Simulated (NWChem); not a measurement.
# A workflow on the pair BH2S2F···N2O

Wanted: a single-point energy (singlet BN2H2S2OF, revPBE/STO-3G), then the energy (singlet BH2S2F, revPBE/STO-3G), then a single-point energy (singlet N2O, revPBE/STO-3G), then the energy (singlet BH2S2F, revPBE/STO-3G), then a single-point energy (singlet N2O, revPBE/STO-3G) of BFH2N2OS2 and its partners. 

The results are computed with NWChem 7.3.0.

## (1) The system as given

BN2H2S2OF: 9 atoms, total charge 0, spin state singlet. The two molecules were placed rigidly side by side, at 0.8 times their contact distance; the pair isn't optimised.

Bond lengths: F1–B2 1.328 Å, B2–S3 1.805 Å, B2–S4 1.805 Å, N7–N8 1.118 Å, N8–O9 1.174 Å, S3–H5 1.343 Å, S4–H6 1.343 Å. Angles: F1–B2–S3 120.5°, F1–B2–S4 120.5°, S3–B2–S4 119.0°, N7–N8–O9 180.0°, B2–S3–H5 94.6°, B2–S4–H6 94.6°.

## (2) The energy at revPBE/STO-3G (run 1)

Input file struct.nw:

```
START struct
memory 2200 mb
GEOMETRY noautosym nocenter noautoz
  F     -0.463930    -0.755220     1.020570
  B     -0.008030    -0.013120     0.017770
  S      1.748170    -0.016120    -0.400430
  S     -1.134930     1.014380    -0.948530
  H      2.086870    -0.886120     0.565470
  H     -2.228130     0.656180    -0.254830
  N      1.435830    -0.898990    -2.953560
  N      1.714840    -1.638650    -3.744410
  O      2.007860    -2.415570    -4.574910
END
BASIS spherical bse
  * library STO-3G
END
DFT
  xc revpbe cpbe96
  mult 1
  grid fine
  convergence energy 1e-08
  maxiter 100
  mulliken
  noprint "final vectors analysis"
END
TASK dft energy
```

Started as:

```sh
$ nwchem struct.nw > struct.out
```

What it wrote:

```text
[...]
          Wavefunction type:  closed shell.
          No. of atoms     :     9
          No. of electrons :    70
[...]
          Charge           :     0
          Spin multiplicity:     1
[...]
          AO basis - number of functions:    45
[...]
              XC Information
              --------------
                        RevPBE Exchange Functional  1.000
            Perdew 1991 LDA Correlation Functional  1.000 local
           PerdewBurkeErnz. Correlation Functional  1.000 non-local
[...]
 d= 0,ls=0.0,diis     1  -1093.4133316144 -1.47D+03  7.68D-02  2.13D+00     0.6
[...]
 d= 0,ls=0.0,diis    12  -1093.7430707591 -5.45D-09  6.37D-07  1.45D-09     4.6
         Total DFT energy =    -1093.743070759058
      One electron energy =    -2267.603826086809
           Coulomb energy =      885.310352609563
    Exchange-Corr. energy =      -89.091279054634
 Nuclear repulsion energy =      377.641681772821
[...]
      Total Density - Mulliken Population Analysis
     ---------------------------------------------
    Atom       Charge   Shell Charges
 -----------   ------   -------------------------------------------------------
    1 F    9     9.08   2.00  1.94  5.14
    2 B    5     5.00   1.99  0.94  2.07
    3 S   16    15.93   2.00  2.00  5.95  1.88  4.10
    4 S   16    15.95   2.00  2.00  5.95  1.88  4.12
    5 H    1     1.01   1.01
    6 H    1     1.01   1.01
    7 N    7     7.07   2.00  1.80  3.27
    8 N    7     6.89   2.00  1.25  3.65
    9 O    8     8.06   2.00  1.89  4.16
[...]
```

It took 5.4 s on 1 thread of Intel Xeon 6975P-C (Granite Rapids), shared host; peak memory 0.12 GiB.

## (3) BH2S2F: the energy at revPBE/STO-3G (run 2)

Input file job.nw:

```
START job
memory stack 880 mb heap 220 mb global 1100 mb

GEOMETRY noautosym nocenter noautoz
  F       -0.463930      -0.755220       1.020570
  B       -0.008030      -0.013120       0.017770
  S        1.748170      -0.016120      -0.400430
  S       -1.134930       1.014380      -0.948530
  H        2.086870      -0.886120       0.565470
  H       -2.228130       0.656180      -0.254830
END

BASIS "ao basis" spherical bse
  * library STO-3G
END

DFT
  xc revpbe cpbe96
  grid fine
  convergence energy 1e-08
  maxiter 100
  mulliken
  print low
END

TASK dft energy
```

Started as:

```sh
$ nwchem job.nw > job.out
```

What it wrote:

```text
[...]
 d= 0,ls=0.0,diis     1   -911.4785262945 -1.10D+03  7.94D-02  8.01D-01     0.3
[...]
 d= 0,ls=0.0,diis    10   -911.6383396114 -8.96D-11  3.98D-07  1.42D-10     2.0
         Total DFT energy =     -911.638339611360
      One electron energy =    -1639.470571271470
           Coulomb energy =      607.596113266455
    Exchange-Corr. energy =      -66.800776908282
 Nuclear repulsion energy =      187.036895301937
[...]
      Total Density - Mulliken Population Analysis
     ---------------------------------------------
    Atom       Charge   Shell Charges
 -----------   ------   -------------------------------------------------------
    1 F    9     9.08   2.00  1.94  5.14
    2 B    5     5.00   1.99  0.94  2.07
    3 S   16    15.95   2.00  2.00  5.95  1.88  4.13
    4 S   16    15.95   2.00  2.00  5.95  1.88  4.13
    5 H    1     1.00   1.00
    6 H    1     1.00   1.00
[...]
```

Wall time 2.6 s (1 thread of Intel Xeon 6975P-C (Granite Rapids), shared host); peak memory 0.12 GiB.

## (4) N2O: the energy at revPBE/STO-3G (run 3)

Input file mymol.nw:

```
start mymol
title "N2O energy"
memory total 2200 mb

geometry units bohr noautosym nocenter noautoz
 N      2.71332546    -1.69884489    -5.58141949
 N      3.24057795    -3.09659971    -7.07590940
 O      3.79430550    -4.56476573    -8.64532694
end

basis spherical bse
 * library STO-3G
end

dft
 xc revpbe cpbe96
 grid fine
 convergence energy 1e-08
 maxiter 100
 mulliken
 print low
end

task dft energy
```

Started as:

```sh
$ nwchem mymol.nw > mymol.out
```

What it wrote:

```text
[...]
 d= 0,ls=0.0,diis     1   -181.9437814360 -2.43D+02  1.66D-01  1.33D+00     0.1
[...]
 d= 0,ls=0.0,diis    10   -182.1133874883 -1.99D-09  1.49D-06  4.76D-10     0.4
         Total DFT energy =     -182.113387488316
      One electron energy =     -369.197445213680
           Coulomb energy =      148.018565276758
    Exchange-Corr. energy =      -22.282465509225
 Nuclear repulsion energy =       61.347957957831
[...]
      Total Density - Mulliken Population Analysis
     ---------------------------------------------
    Atom       Charge   Shell Charges
 -----------   ------   -------------------------------------------------------
    1 N    7     7.07   2.00  1.80  3.27
    2 N    7     6.88   2.00  1.25  3.64
    3 O    8     8.05   2.00  1.89  4.15
[...]
```

Run time: 0.93 s. Hardware: 1 thread of Intel Xeon 6975P-C (Granite Rapids), shared host; peak memory 0.11 GiB.

## (5) BH2S2F among ghost functions: the energy at revPBE/STO-3G (with ghost functions) (run 4)

Input file bfh2s2.nw:

```
start bfh2s2
title "BFH2S2"
memory stack 880 mb heap 220 mb global 1100 mb
geometry units angstrom noautosym nocenter noautoz
   F    -0.463930   -0.755220    1.020570
   B    -0.008030   -0.013120    0.017770
   S     1.748170   -0.016120   -0.400430
   S    -1.134930    1.014380   -0.948530
   H     2.086870   -0.886120    0.565470
   H    -2.228130    0.656180   -0.254830
   bqN      1.435830    -0.898990    -2.953560
   bqN      1.714840    -1.638650    -3.744410
   bqO      2.007860    -2.415570    -4.574910
end
basis spherical bse
   F library STO-3G
   B library STO-3G
   S library STO-3G
   H library STO-3G
   bqN library N STO-3G
   bqO library O STO-3G
end
dft
   xc revpbe cpbe96
   grid fine
   convergence energy 1e-08
   iterations 100
   mulliken
   print low
end
task dft energy
```

Started as:

```sh
$ nwchem bfh2s2.nw > bfh2s2.out
```

What it wrote:

```text
[...]
 d= 0,ls=0.0,diis     1   -911.4809324045 -1.10D+03  5.29D-02  8.01D-01     0.5
[...]
 d= 0,ls=0.0,diis    10   -911.6406107780 -8.21D-10  2.32D-07  6.25D-11     3.7
         Total DFT energy =     -911.640610777977
      One electron energy =    -1639.406383854543
           Coulomb energy =      607.524556961216
    Exchange-Corr. energy =      -66.795679186587
 Nuclear repulsion energy =      187.036895301937
[...]
      Total Density - Mulliken Population Analysis
     ---------------------------------------------
    Atom       Charge   Shell Charges
 -----------   ------   -------------------------------------------------------
    1 F    9     9.08   2.00  1.94  5.14
    2 B    5     5.00   1.99  0.94  2.07
    3 S   16    15.95   2.00  2.00  5.95  1.88  4.12
    4 S   16    15.95   2.00  2.00  5.95  1.88  4.12
    5 H    1     1.00   1.00
    6 H    1     1.00   1.00
    7 X    0     0.01   0.00  0.01  0.00
    8 X    0     0.00   0.00  0.00  0.00
    9 X    0     0.00   0.00  0.00 -0.00
[...]
```

Wall time 4.5 s (1 thread of Intel Xeon 6975P-C (Granite Rapids), shared host); peak memory 0.12 GiB.

## (6) N2O among ghost functions: a single-point energy at revPBE/STO-3G (with ghost functions) (run 5)

Input file n2o.nw:

```
start n2o
title "N2O revPBE"
memory 2200 mb
charge 0

geometry noautosym nocenter noautoz
 N        1.435830      -0.898990      -2.953560
 N        1.714840      -1.638650      -3.744410
 O        2.007860      -2.415570      -4.574910
 bqF     -0.463930    -0.755220     1.020570
 bqB     -0.008030    -0.013120     0.017770
 bqS      1.748170    -0.016120    -0.400430
 bqS     -1.134930     1.014380    -0.948530
 bqH      2.086870    -0.886120     0.565470
 bqH     -2.228130     0.656180    -0.254830
end

basis spherical bse
 N library STO-3G
 O library STO-3G
 bqF library F STO-3G
 bqB library B STO-3G
 bqS library S STO-3G
 bqH library H STO-3G
end

dft
 xc revpbe cpbe96
 mult 1
 grid fine
 convergence energy 1e-08
 iterations 100
 mulliken
 noprint "final vectors analysis"
end

task dft
```

Started as:

```sh
$ nwchem n2o.nw > n2o.out
```

What it wrote:

```text
[...]
          Wavefunction type:  closed shell.
          No. of atoms     :     9
          No. of electrons :    22
[...]
          Charge           :     0
          Spin multiplicity:     1
[...]
          AO basis - number of functions:    45
[...]
              XC Information
              --------------
                        RevPBE Exchange Functional  1.000
            Perdew 1991 LDA Correlation Functional  1.000 local
           PerdewBurkeErnz. Correlation Functional  1.000 non-local
[...]
 d= 0,ls=0.0,diis     1   -181.9456162659 -2.43D+02  5.53D-02  1.32D+00     0.5
[...]
 d= 0,ls=0.0,diis    10   -182.1152702694 -2.18D-09  5.23D-07  5.27D-10     3.3
         Total DFT energy =     -182.115270269448
      One electron energy =     -369.147706836657
           Coulomb energy =      147.960883145137
    Exchange-Corr. energy =      -22.276408890073
 Nuclear repulsion energy =       61.347962312145
[...]
      Total Density - Mulliken Population Analysis
     ---------------------------------------------
    Atom       Charge   Shell Charges
 -----------   ------   -------------------------------------------------------
    1 N    7     7.07   2.00  1.80  3.27
    2 N    7     6.88   2.00  1.25  3.64
    3 O    8     8.04   2.00  1.90  4.15
    4 X    0    -0.00   0.00  0.00 -0.00
    5 X    0     0.00  -0.00  0.00  0.00
    6 X    0     0.01   0.00  0.00 -0.00  0.00  0.00
    7 X    0     0.00   0.00  0.00 -0.00  0.00  0.00
    8 X    0     0.00   0.00
    9 X    0     0.00   0.00
[...]
```

It took 3.9 s on 1 thread of Intel Xeon 6975P-C (Granite Rapids), shared host; peak memory 0.12 GiB.

## (7) Outcome

```
                                                                                                                 quantity           value
                                                                                       run 1, revPBE/STO-3G: total energy  -1093.74307 Eh
                                                                                      run 1, revPBE/STO-3G: dipole moment          1.37 D
                                                                                                     BH2S2F: total energy   -911.63834 Eh
                                                                                                        N2O: total energy   -182.11339 Eh
                                                                               BH2S2F among ghost functions: total energy   -911.64061 Eh
                                                                                  N2O among ghost functions: total energy   -182.11527 Eh
                                                                                 N2O among ghost functions: dipole moment          0.83 D
              interaction energy of the rigid parts BH2S2F and N2O (parts in their own basis; closest atoms 2.72 Å apart)        0.236 eV
interaction energy of the rigid parts BH2S2F and N2O (parts in the whole basis, counterpoise; closest atoms 2.72 Å apart)        0.349 eV
```

What this shows: The interaction energy of the rigid parts BH2S2F and N2O (parts in their own basis; closest atoms 2.72 Å apart) is 0.24 eV (5.4 kcal/mol): the parts repel at this shape. Without counterpoise this holds the superposition error of the basis. The interaction energy of the rigid parts BH2S2F and N2O (parts in the whole basis, counterpoise; closest atoms 2.72 Å apart) is 0.35 eV (8.0 kcal/mol): the parts repel at this shape. The basis-set superposition error is 10.9 kJ/mol. Mulliken charges (run 1, revPBE/STO-3G) run from -0.08 on F1 to +0.11 on N8. Mulliken charges (N2O) run from -0.07 on N1 to +0.12 on N2; they depend strongly on the basis.
